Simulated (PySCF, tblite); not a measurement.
**C₆H₁₀GeS: geometry, infrared bands and NMR shifts**

Aim: predict the infrared bands and NMR shifts of C₆H₁₀GeS (`C#C[C@@]1([S][GeH3])C[C@H]1C`).

Programs: tblite 0.8.0 and PySCF 2.14.0, with density-fitted response routines of our own. Each step states its level of theory. These are calculated values for one molecule in the gas phase, unless marked as measured. Atoms count from 0, in the outputs and in this text.

## Step 1: Starting geometry

18 atoms, charge 0, multiplicity 1; geometry from: force field or distance geometry start.

Bonds of the start (Å): C0–C1 1.20, C1–C2 1.47, C2–S3 1.81, S3–Ge4 2.22, C2–C5 1.53, C5–C6 1.53, C6–C7 1.53, C6–C2 1.54, C0–H8 1.06, Ge4–H9 1.55, Ge4–H10 1.55, Ge4–H11 1.55, C5–H12 1.11, C5–H13 1.12, C6–H14 1.10, C7–H15 1.11, C7–H16 1.11, C7–H17 1.12.

## Step 2: Geometry optimisation with GFN2-xTB

The job: settings as JSON, then the geometry in Å.

```
{"job": {"kind": "relax", "xc": "GFN2-xTB", "basis": "xTB"}, "charge": 0, "multiplicity": 1}
C     -1.487800    -0.022800     2.467900
C     -0.763100    -0.346600     1.565300
C      0.156000    -0.757300     0.488800
S      1.892000    -1.073800     0.887000
Ge     2.396300     1.075700     1.102200
C     -0.464200    -1.756900    -0.494300
C     -0.153600    -0.329200    -0.955900
C     -1.371100     0.565200    -1.182100
H     -2.139500     0.268000     3.254100
H      1.546300     1.702500     2.236300
H      3.900600     1.225100     1.427000
H      2.083100     1.803200    -0.235800
H     -1.541800    -1.988300    -0.336100
H      0.249300    -2.512600    -0.902900
H      0.723000    -0.223400    -1.620200
H     -1.121500     1.608100    -0.910100
H     -2.260800     0.251400    -0.588100
H     -1.651800     0.517900    -2.261100
```

Started as:

```console
OMP_NUM_THREADS=1 python probes_run.py task.json out
```

The driver reads the jobs from task.json and runs them one after another.

**Question.** This job is followed by: GFN2-xTB harmonic vibrations, gas phase; GIAO PBE0/pcSseg-1 NMR shielding, non-relativistic, gas phase. What will the session give for the following? strongest single infrared mode (GFN2-xTB); zero-point energy (GFN2-xTB); 13C shifts against TMS (PBE0/pcSseg-1); 1H shifts against TMS (PBE0/pcSseg-1, means over atoms taken as alike); 33S shifts against CS2 (PBE0/pcSseg-1); 73Ge shifts against GeMe4 (PBE0/pcSseg-1); surface potential, 1st and 99th percentile.

The runs gave:

| quantity | value |
| --- | --- |
| strongest single infrared mode (GFN2-xTB) | 750 cm⁻¹, 544 km/mol |
| zero-point energy (GFN2-xTB) | 81.4 kcal/mol |
| 13C shifts against TMS (PBE0/pcSseg-1) | 88.7, 78.0, 30.5, 29.5, 22.7, 19.2 ppm |
| 1H shifts against TMS (PBE0/pcSseg-1, means over atoms taken as alike) | 4.46, 1.78, 1.35, 1.32, 1.28, 0.77 ppm |
| 33S shifts against CS2 (PBE0/pcSseg-1) | -46 ppm |
| 73Ge shifts against GeMe4 (PBE0/pcSseg-1) | -178 ppm |
| surface potential, 1st and 99th percentile | -1.03 V and 1.28 V |

**Reading.** Relaxing lowered the energy by 0.354 eV in 73 steps; the close pair that moved most is C1–C2, from 1.474 to 1.422 Å. No mode is imaginary among the 48: a minimum at this level. The strongest single mode, at 750 cm⁻¹, has its largest shares on H10, H9 and H11 (the list is cut at 3 atoms). Unscaled tight-binding wavenumbers are off by several per cent, some by more. Its intensities can rank the bands wrongly. At PBE0/pcSseg-1: Shielding is most anisotropic at S3 (span 634 ppm, paramagnetic term -506 ppm). Spin-orbit coupling is left out, which matters for shieldings and couplings at and beside the heavy atoms.
